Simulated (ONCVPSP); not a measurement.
# As: generating and testing an ONCV potential

Do these settings give a usable potential? It is generated, then checked for transferability, scattering, ghosts and hardness.

Program: ONCVPSP 4.0.1.1 (patched build). Reference atom: PBE, scalar-relativistic, spherical and spin-unpolarised. All values are calculated.

## Step 1: Settings

Typed settings, in words:

```
element                 : arsenic (As, Z = 33)
type                    : optimised norm-conserving Vanderbilt (ONCV)
frozen core             : [Ne] 3s2
valence charge          : 21
reference configuration : 3p6 3d10 4s2 4p3
partial waves           : 4s: rc 1.75 bohr, ncon 3, nbas 6, qcut 3.5 1/bohr, 2 projectors, debl 3.4 Ha; 3p+4p: rc 1.00 bohr, ncon 4, nbas 8, qcut 15.5 1/bohr, 2 projectors; 3d: rc 0.65 bohr, ncon 3, nbas 8, qcut 25.9 1/bohr, 1 projector; f scattering state at 0.03 Ha: rc 1.80 bohr, ncon 5, nbas 8, qcut 5.5 1/bohr, 2 projectors, debl 3 Ha
local potential         : polynomial inside 0.60 bohr (lpopt 5, dvloc0 0 Ha)
core correction         : Teter function, fcfact 4.5, rcfact 1.05
```

The outer shells as boxes (Hund's rule for the drawing; the calculation is spin-unpolarised):

```
[Ne] core
3s [↑↓]
3p [↑↓][↑↓][↑↓]
3d [↑↓][↑↓][↑↓][↑↓][↑↓]
4s [↑↓]
4p [↑ ][↑ ][↑ ]
```

An earlier all-electron run gives the scale for the radii.

All-electron outer shells of the reference configuration (PBE, scalar-relativistic, ld1.x):

```csv
shell,level (eV),outermost node (bohr),outermost maximum (bohr)
2p,-1303.65,–,0.14
3s,-190.31,0.25,0.52
3p,-133.68,0.22,0.52
3d,-40.65,–,0.47
4s,-14.49,0.73,1.61
4p,-5.19,0.78,2.00
```

## Step 2: Generating the potential

File As.dat:

```
# ATOM AND REFERENCE CONFIGURATION
# atsym  z   nc   nv     iexc    psfile
  As 33.00    4    4        4      upf
#
#   n    l    f
    1    0    2.00
    2    0    2.00
    2    1    6.00
    3    0    2.00
    3    1    6.00
    3    2   10.00
    4    0    2.00
    4    1    3.00
#
# PSEUDOPOTENTIAL AND OPTIMIZATION
# lmax
    3
#
#   l,   rc,      ep,       ncon, nbas, qcut
    0    1.75    0.00    3    6    3.50
    1    1.00    0.00    4    8   15.50
    2    0.65    0.00    3    8   25.90
    3    1.80    0.03    5    8    5.50
#
# LOCAL POTENTIAL
# lloc, lpopt,  rc(5),   dvloc0
    4    5    0.60    0.00
#
# VANDERBILT-KLEINMAN-BYLANDER PROJECTORs
# l, nproj, debl
    0    2    3.40
    1    2    2.40
    2    1    3.80
    3    2    3.00
#
# MODEL CORE CHARGE
# icmod, fcfact, rcfact
    3    4.50    1.05
#
# LOG DERIVATIVE ANALYSIS
# epsh1, epsh2, depsh
   -6.00    5.00    0.04
#
# OUTPUT GRID
# rlmax, drl
    6.00    0.01
#
# TEST CONFIGURATIONS
# ncnf
    4
# nvcnf
#   n    l    f
    4
    3    1    6.00
    3    2   10.00
    4    0    2.00
    4    1    2.00
#
    4
    3    1    6.00
    3    2   10.00
    4    0    2.00
    4    1    1.00
#
    4
    3    1    6.00
    3    2   10.00
    4    0    2.00
    4    1    0.00
#
    4
    3    1    6.00
    3    2   10.00
    4    0    1.00
    4    1    0.00
#
```

Started as:

```sh
oncvpsp.x < As.dat > As.out
```

Before running it: what results should come out? Wanted: cutoffs for 1 and 0.1 mHa per electron, occupied waves; bound ghosts; GHOST(+) flags; largest test error; largest phase difference near zero energy, channels read; rms error of d²Exc/dn², without and with the model core.

The runs gave:

| quantity | value |
| --- | --- |
| cutoffs for 1 and 0.1 mHa per electron, occupied waves | 235 Ha and 268 Ha |
| bound ghosts | s at -269.96 eV, f at -25.28 eV |
| GHOST(+) flags | none at low energy |
| largest test error (AE − PS) | -4.7 meV, for 3p6 3d10 4s1 4p0 |
| largest phase difference near zero energy, channels read | 0.001 rad |
| rms error of d²Exc/dn², without and with the model core | 3.34 and 3.18 mHa |

In words: It has a bound ghost (s, f), a state that the atom doesn't have, and that rules the file out. The worst unpolarised test, 3p6 3d10 4s1 4p0, is off by 4.7 meV on 105.4 eV; by total energies transferability rates as very good. Atomic tests can pass in spite of a ghost, since they solve only for the levels asked. By its cutoff, 235 Ha for the looser tolerance, it is very hard. At the looser tolerance the 3d wave is the slowest; 3p needs 70 Ha. Near zero energy the phases of the channels with partial waves agree within 0.001 rad. The pseudo curves have a pole with no partner nearby in the atom's: f at -0.92 Ha. These are tests on the free atom; a crystal test is still owed.
